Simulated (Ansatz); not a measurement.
**C3H5Ga (SMILES C#[C][GaH][CH3]): CCSD(T)/6-31G(d) (spherical functions)**

What is the vertical singlet–triplet gap of C3H5Ga at CCSD(T)/6-31G* (spherical functions)? 

Program for the calculation: Ansatz 0.2.0.

64 further runs of the same task are left out: 64 set aside as unsound or not needed.

## Step 1: The structure to begin with

C3H5Ga has 9 atoms, charge 0, and is taken as a singlet. SMILES: `C#[C][GaH][CH3]`. Geometry: relaxed at PBE0-D4/def2-TZVP.

Bond lengths: C1–C2 1.210 Å, C2–Ga3 1.925 Å, Ga3–C4 1.958 Å, C1–H5 1.066 Å, Ga3–H6 1.564 Å, C4–H7 1.093 Å, C4–H8 1.090 Å, C4–H9 1.094 Å. Some angles: C1–C2–Ga3 179.3°, C2–Ga3–C4 117.4°, C2–C1–H5 179.8°, C2–Ga3–H6 117.1°, C4–Ga3–H6 125.5°, Ga3–C4–H7 109.9°, Ga3–C4–H8 112.6°, Ga3–C4–H9 109.4°, H7–C4–H8 109.1°, H7–C4–H9 106.9°.

## Step 2: A single-point energy at CCSD(T)/6-31G(d) (spherical functions)

The input, input.yaml:

```yaml
crystal:
  periodic: [false, false, false]
  atoms:
    - {symbol: C, position_ang: [1.498700, 0.816800, -2.138700]}
    - {symbol: C, position_ang: [0.950000, 0.745200, -1.062800]}
    - {symbol: Ga, position_ang: [0.068800, 0.611200, 0.643700]}
    - {symbol: C, position_ang: [-1.036100, -0.972500, 0.966400]}
    - {symbol: H, position_ang: [1.983700, 0.883100, -3.086100]}
    - {symbol: H, position_ang: [0.292600, 1.783100, 1.655500]}
    - {symbol: H, position_ang: [-0.451400, -1.877200, 0.782100]}
    - {symbol: H, position_ang: [-1.435200, -1.006300, 1.980000]}
    - {symbol: H, position_ang: [-1.871000, -0.983500, 0.260000]}
basis:
  gaussian: {orbitals: 6-31G_st_-spherical.json}
accuracy: high
magnetization: {spin_polarized: false}
scf: {omitted_lower_state_checks: [cluster_reference, increment]}
correlation: {method: ccsd_t, frozen_orbitals: {C: 1, Ga: 9, H: 0}}
```

The basis set 6-31G* is read from a file made from the Basis Set Exchange's data (not shown).

Command:

```bash
$ ansatz run input.yaml --threads 1 --pin off --max-ram 3480MiB --events-out events.jsonl --progress --plain --runs-dir runs
```

Standard output (excerpt; [...] marks lines left out):

```text
Warning: RAYON_NUM_THREADS=1 ignored (pool sized by the plan → 1); use --threads N
Functional definition: HF
  name "HF"
[...]
1868 factors; integrals over basis functions are off by at most 1.6e-8 eV
[...]
mean field -55495.18732768 eV, -2039.4105183032 hartree, gradient 1.0e-8 eV, S^2 0.000000; 0 other end points of the search recorded, 0 dependent functions left out
12 core orbitals not correlated: weight in the atoms' cores, before any rotation towards them, 1.000 or more for the frozen orbitals, at most 0.000 for the correlated occupied ones
reference -55495.18732768 eV, -2039.4105183032 hartree; 15, 15 occupied and 57, 57 virtual orbitals, 1868 factors
second order -16.68373329 eV of doubles, -0.00000000 eV of singles
cycle   1  -16.39037541 eV  change    2.9e-1 eV  update   1.1e-1
[...]
cycle  22  -17.12266304 eV  change   -1.0e-9 eV  update  5.3e-10
perturbative correction -0.57667905 eV, -0.0211925643 hartree
Total energy: -55512.88666977 eV, -2040.0609571280 hartree
Checks for a lower state left out: cluster_reference, increment
```

It took 14 s on 1 thread of Intel Xeon Platinum 8488C (Sapphire Rapids), shared host; peak memory 0.46 GiB.

## Step 3: The triplet, same level

The input, job.yaml:

```yaml
crystal:
  periodic: [false, false, false]
  atoms:
    - symbol: C
      position_ang: [1.498700, 0.816800, -2.138700]
    - symbol: C
      position_ang: [0.950000, 0.745200, -1.062800]
    - symbol: Ga
      position_ang: [0.068800, 0.611200, 0.643700]
    - symbol: C
      position_ang: [-1.036100, -0.972500, 0.966400]
    - symbol: H
      position_ang: [1.983700, 0.883100, -3.086100]
    - symbol: H
      position_ang: [0.292600, 1.783100, 1.655500]
    - symbol: H
      position_ang: [-0.451400, -1.877200, 0.782100]
    - symbol: H
      position_ang: [-1.435200, -1.006300, 1.980000]
    - symbol: H
      position_ang: [-1.871000, -0.983500, 0.260000]
basis:
  gaussian:
    orbitals: 6-31G_st_-spherical.json
magnetization:
  spin_polarized: true
  initial_magnetization: 2
correlation:
  method: ccsd_t
  frozen_orbitals: {C: 1, Ga: 9, H: 0}
accuracy: high
scf:
  omitted_lower_state_checks: [cluster_reference, increment]
```

The basis set 6-31G* is read from a file made from the Basis Set Exchange's data (not shown).

Command:

```bash
$ ansatz run job.yaml --threads 1 --pin off --max-ram 3480MiB --events-out events.jsonl --progress --plain --runs-dir runs
```

Standard output:

```text
Warning: RAYON_NUM_THREADS=1 ignored (pool sized by the plan → 1); use --threads N
[... 17 lines left out ...]
12 core orbitals not correlated: weight in the atoms' cores, before any rotation towards them, 1.000 or more for the frozen orbitals, at most 0.000 for the correlated occupied ones
[... 40 lines left out ...]
Total energy: -55508.01445927 eV, -2039.8819066947 hartree
Checks for a lower state left out: cluster_reference, increment
```

Run time: 72 s. Hardware: 1 thread of Intel Xeon Platinum 8488C (Sapphire Rapids), shared host; peak memory 0.84 GiB.

## Step 4: What came out

Level: CCSD(T)/6-31G* (spherical functions), 12 core orbitals frozen.

```
                                             quantity           value
                                singlet: total energy  -2040.06096 Eh
singlet: correlation energy (12 core orbitals frozen)      -650.4 mEh
                              singlet: (T) correction      -21.19 mEh
                               singlet: T1 diagnostic           0.012
                                triplet: total energy  -2039.88191 Eh
triplet: correlation energy (12 core orbitals frozen)      -617.0 mEh
                              triplet: (T) correction      -18.46 mEh
           triplet: ⟨S²⟩ of the reference determinant           2.020
                               triplet: T1 diagnostic           0.017
     vertical energy of the triplet above the singlet        4.872 eV
```

What this shows: At this shape the triplet lies 4.87 eV (112 kcal/mol) above the singlet. The triples (singlet) make up 3.3 % of the correlation energy. The triples (triplet) make up 3.0 % of the correlation energy.
